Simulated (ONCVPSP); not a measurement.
# An ONCV potential for As, from input to tests

Do these settings give a usable potential? It is generated, then checked for transferability, scattering, ghosts and hardness.

Program: ONCVPSP 4.0.1. Reference atom: PBE, scalar-relativistic, spherical and spin-unpolarised. All values are calculated.

**1. Settings**

Typed settings, in words:

- element: arsenic (As, Z = 33)
- type: optimised norm-conserving Vanderbilt (ONCV)
- frozen core: [Ne]
- valence charge: 23
- reference configuration: 3s2 3p6 3d10 4s2 4p3
- partial waves: 3s+4s: rc 0.95 bohr, ncon 3, nbas 8, qcut 11.1 1/bohr, 2 projectors; 3p+4p: rc 1.05 bohr, ncon 4, nbas 7, qcut 11.2 1/bohr, 2 projectors; 3d: rc 0.95 bohr, ncon 4, nbas 8, qcut 17.5 1/bohr, local
- local potential: the d channel
- core correction: polynomial model core, fcfact 0.3

The outer shells as boxes (Hund's rule for the drawing; the calculation is spin-unpolarised):

```
[Ne] core
3s [↑↓]
3p [↑↓][↑↓][↑↓]
3d [↑↓][↑↓][↑↓][↑↓][↑↓]
4s [↑↓]
4p [↑ ][↑ ][↑ ]
```

**2. The generation run**

File As.dat:

```
# ATOM AND REFERENCE CONFIGURATION
# atsym  z   nc   nv     iexc    psfile
  As 33.00    3    5        4      upf
#
#   n    l    f
    1    0    2.00
    2    0    2.00
    2    1    6.00
    3    0    2.00
    3    1    6.00
    3    2   10.00
    4    0    2.00
    4    1    3.00
#
# PSEUDOPOTENTIAL AND OPTIMIZATION
# lmax
    2
#
#   l,   rc,      ep,       ncon, nbas, qcut
    0    0.95    0.00    3    8   11.10
    1    1.05    0.00    4    7   11.20
    2    0.95    0.00    4    8   17.50
#
# LOCAL POTENTIAL
# lloc, lpopt,  rc(5),   dvloc0
    2    5    0.95    0.00
#
# VANDERBILT-KLEINMAN-BYLANDER PROJECTORs
# l, nproj, debl
    0    2    2.00
    1    2    1.40
    2    0    3.00
#
# MODEL CORE CHARGE
# icmod, fcfact, rcfact
    1    0.30    0.00
#
# LOG DERIVATIVE ANALYSIS
# epsh1, epsh2, depsh
   -8.00    5.00    0.04
#
# OUTPUT GRID
# rlmax, drl
    6.00    0.01
#
# TEST CONFIGURATIONS
# ncnf
    4
# nvcnf
#   n    l    f
    5
    3    0    2.00
    3    1    6.00
    3    2   10.00
    4    0    2.00
    4    1    2.00
#
    5
    3    0    2.00
    3    1    6.00
    3    2   10.00
    4    0    2.00
    4    1    1.00
#
    5
    3    0    2.00
    3    1    6.00
    3    2   10.00
    4    0    2.00
    4    1    0.00
#
    5
    3    0    2.00
    3    1    6.00
    3    2   10.00
    4    0    1.00
    4    1    0.00
#
```

Launch:

```
$ oncvpsp.x < As.dat > As.out
```

**Question.** What will these runs give? Wanted: cutoffs for 1 and 0.1 mHa per electron, occupied waves; bound ghosts; GHOST(+) flags; largest test error; largest phase difference near zero energy, channels read; rms error of d²Exc/dn², without and with the model core.

As calculated:

```
                                                quantity                              value
  cutoffs for 1 and 0.1 mHa per electron, occupied waves                  120 Ha and 133 Ha
                                            bound ghosts                   s at -1315.38 eV
                                          GHOST(+) flags                 none at low energy
                            largest test error (AE − PS)  -13 meV, for 3s2 3p6 3d10 4s1 4p0
largest phase difference near zero energy, channels read                          0.018 rad
 rms error of d²Exc/dn², without and with the model core                  2.47 and 1.85 mHa
```

**Reading.** It has a bound ghost (s), a state that the atom doesn't have, and that rules the file out. By total energies transferability is good: the largest error is 13 meV on 105.4 eV, for 3s2 3p6 3d10 4s1 4p0. Atomic tests can pass in spite of a ghost, since they solve only for the levels asked. By its cutoff, 120 Ha for the looser tolerance, it is very hard. At the looser tolerance the 3d wave is the slowest; 3p needs 55 Ha. Near zero energy the phases of the channels with partial waves agree within 0.018 rad. All of this concerns the isolated atom, not yet a solid.
